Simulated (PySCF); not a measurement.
**hexamethyleneimine (C6H13N): NMR shifts**

What NMR shifts should hexamethyleneimine (C6H13N) (`C1CCCNCC1`) show?

The runs use PySCF 2.14.0, with density-fitted response routines of our own; the level of theory stands in each step. All values are computed, except where a source is named. Atoms count from 0, in the outputs and in this text.

**1. The starting structure**

20 atoms, charge 0, multiplicity 1; geometry from: GFN2-xTB.

Bonds of the start (Å): C0–C1 1.53, C1–C2 1.53, C2–C3 1.53, C3–N4 1.45, N4–C5 1.45, C5–C6 1.54, C6–C0 1.53, C0–H7 1.09, C0–H8 1.09, C1–H9 1.09, C1–H10 1.09, C2–H11 1.09, C2–H12 1.09, C3–H13 1.09, C3–H14 1.11, N4–H15 1.01, C5–H16 1.09, C5–H17 1.10, C6–H18 1.09, C6–H19 1.09.

**2. Shielding tensors: PBE0/pcSseg-1**

The job: settings as JSON, then the geometry in Å.

```
{"job": {"kind": "nmr", "xc": "PBE0", "basis": "pcSseg-1"}, "charge": 0, "multiplicity": 1}
C      0.683503    -1.202342    -0.704169
C     -0.603738    -1.379487     0.103113
C     -1.644426    -0.316397    -0.241543
C     -1.272612     1.090160     0.229108
N      0.025755     1.514384    -0.262499
C      1.139144     1.010826     0.523758
C      1.718733    -0.297083    -0.038156
H      0.426852    -0.784584    -1.678167
H      1.149495    -2.176071    -0.873314
H     -0.383424    -1.356678     1.172142
H     -1.034098    -2.358406    -0.122033
H     -1.780292    -0.298270    -1.324416
H     -2.602806    -0.581403     0.212304
H     -2.026616     1.786617    -0.148395
H     -1.313330     1.117467     1.334444
H      0.057230     2.526437    -0.292300
H      1.936127     1.758994     0.534297
H      0.830202     0.850928     1.570906
H      2.204110    -0.832918     0.780853
H      2.485044    -0.061495    -0.778969
```

Method: GIAO PBE0/pcSseg-1 NMR shielding, non-relativistic, gas phase.

What will the session give for the following? ¹³C shifts against TMS (PBE0/pcSseg-1, means over atoms taken as alike); ¹H shifts against TMS (PBE0/pcSseg-1, means over atoms taken as alike); ¹⁵N shifts against NH3 (PBE0/pcSseg-1). Wanted: ¹³C shifts against TMS; ¹H shifts against TMS; ¹⁵N shifts against NH3.

**Answer**, as computed:

| quantity | value |
| --- | --- |
| ¹³C shifts against TMS (PBE0/pcSseg-1, means over atoms taken as alike) | 56.8, 35.5, 29.2 ppm |
| ¹H shifts against TMS (PBE0/pcSseg-1, means over atoms taken as alike) | 2.90, 1.67, 1.57, 0.95 ppm |
| ¹⁵N shifts against NH3 (PBE0/pcSseg-1) | 49.5 ppm |

In words: C3, C5 (mean) (sp3 CH2 bonded to N) lies farthest downfield among carbon, at 56.8 ppm; pulled downfield by the heteroatom. The most deshielded hydrogen is H13, H14, H16, H17 (mean) (hydrogen on an sp3 CH2 bonded to N), at 2.90 ppm: its carbon carries N, an electronegative neighbour.
